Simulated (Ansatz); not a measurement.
# GaH₃OS₂: ionisation energy by level of theory

Aim: the vertical ionisation energy of GaH₃OS₂, as cation minus neutral at the neutral's geometry, on several levels, and how well −ε(HOMO) stands in for it.

Computed with Ansatz 0.2.0, Gaussian basis. Level: unrestricted cation, the program's frozen cores in correlated methods.

Levels to be run: UKS PBE-D4/def2-TZVPP; UKS r2SCAN-D4/def2-TZVPP; UKS PBE0-D4/def2-TZVPP; UKS B3LYP-D4/def2-TZVPP; UKS wB97X-V/def2-TZVPP; UKS wB97M-V/def2-TZVPP; UKS B2PLYP/def2-TZVPP; UHF-CCSD(T)/def2-TZVPP; UHF-MP2/def2-QZVPP; extrapolation to the limit; then −ε(HOMO) from the neutral's earlier runs with LDA (SPW92), PBE-D4, revPBE-D4, BLYP-D4, r2SCAN-D4, B97M-V, PBE0-D4, B3LYP-D4, r2SCANh-D4, r2SCAN0-D4, HSE06-D4, BHLYP-D4, CAM-B3LYP-D4, LC-ωPBE, ωB97X-V, ωB97M-V.

## (1) The geometry

All runs share one geometry, relaxed beforehand with PBE0-D4 in a triple-zeta def2 set.

7 atoms, charge 0, spin multiplicity 1.

Atoms are counted from 1 here; the program's logs count them from 0.

Bond lengths: O1–Ga2 1.782 Å, O1–H5 0.959 Å, Ga2–S3 2.184 Å, Ga2–S4 2.196 Å, S3–H6 1.345 Å, S4–H7 1.344 Å. Angles: Ga2–O1–H5 114.8°, O1–Ga2–S3 116.0°, O1–Ga2–S4 123.1°, S3–Ga2–S4 120.9°, Ga2–S3–H6 91.7°, Ga2–S4–H7 93.7°.

As a file:

```csv
atom,x (Å),y (Å),z (Å)
O1,-1.3459,0.6321,0.1902
Ga2,0.2638,-0.1260,0.0929
S3,1.2505,-0.5246,2.0005
S4,1.2326,-0.6446,-1.8085
H5,-1.7658,0.7964,-0.6565
H6,0.2120,-0.0183,2.6887
H7,0.2139,-0.1829,-2.5531
```

## (2) Cation, UKS PBE-D4/def2-TZVPP

Contents of in.yaml:

```yaml
crystal:
  periodic: [false, false, false]
  atoms:
    - {symbol: O, position_ang: [-1.345900, 0.632066, 0.190227]}
    - {symbol: Ga, position_ang: [0.263839, -0.126032, 0.092949]}
    - {symbol: S, position_ang: [1.250549, -0.524631, 2.000490]}
    - {symbol: S, position_ang: [1.232644, -0.644579, -1.808517]}
    - {symbol: H, position_ang: [-1.765798, 0.796435, -0.656453]}
    - {symbol: H, position_ang: [0.211963, -0.018272, 2.688661]}
    - {symbol: H, position_ang: [0.213903, -0.182887, -2.553056]}
basis:
  gaussian: {orbitals: def2-TZVPP}
total_charge: 1
magnetization: {spin_polarized: true, initial_magnetization: 1}
hamiltonian: {xc: pbe, dispersion: d4}
```

Launch:

```
> ansatz run in.yaml --threads 2 --pin off --events-out ev --progress --plain --max-ram 32768MiB --backend cpu
```

Further steps of the session: Cation, UKS r2SCAN-D4/def2-TZVPP; Cation, UKS PBE0-D4/def2-TZVPP; Cation, UKS B3LYP-D4/def2-TZVPP; Cation, UKS wB97X-V/def2-TZVPP; Cation, UKS wB97M-V/def2-TZVPP; Cation, UKS B2PLYP (frozen core)/def2-TZVPP; Cation, UHF-CCSD(T)/def2-TZVPP; Cation, UHF-MP2/def2-QZVPP.

Q: Predict the results of all the runs planned. Wanted: ionisation energy, CCSD(T)/CBS; nearest functional by difference; nearest −ε(HOMO); −ε(HOMO) of PBE; T1 of the cation.

As calculated:

| quantity | value |
| --- | --- |
| ionisation energy, CCSD(T)/CBS | 10.16 eV |
| nearest functional by difference | ωB97X-V (-0.11 eV) |
| nearest −ε(HOMO) | ωB97X-V (-0.15 eV) |
| −ε(HOMO) of PBE | 6.43 eV |
| T1 of the cation | 0.031 |

**Reading.** By cation minus neutral, the functionals miss by 0.87 eV at most. The PBE orbital energy is 3.7 eV too small: a semilocal HOMO is no ionisation energy. Among orbital estimates ωB97X-V comes nearest. Hartree-Fock falls 1.15 eV short, as the neutral has more correlation energy than the cation. The cation's T1 (from the report) is 0.031, near the customary mark of 0.045 for open shells, so the coupled-cluster value is less safe. Correlated methods include outer-core shells of Ga, which these sets cover unevenly. With outer-core shells in play the reference is unsure by up to some tenths of an eV, so close misses can't be ranked.
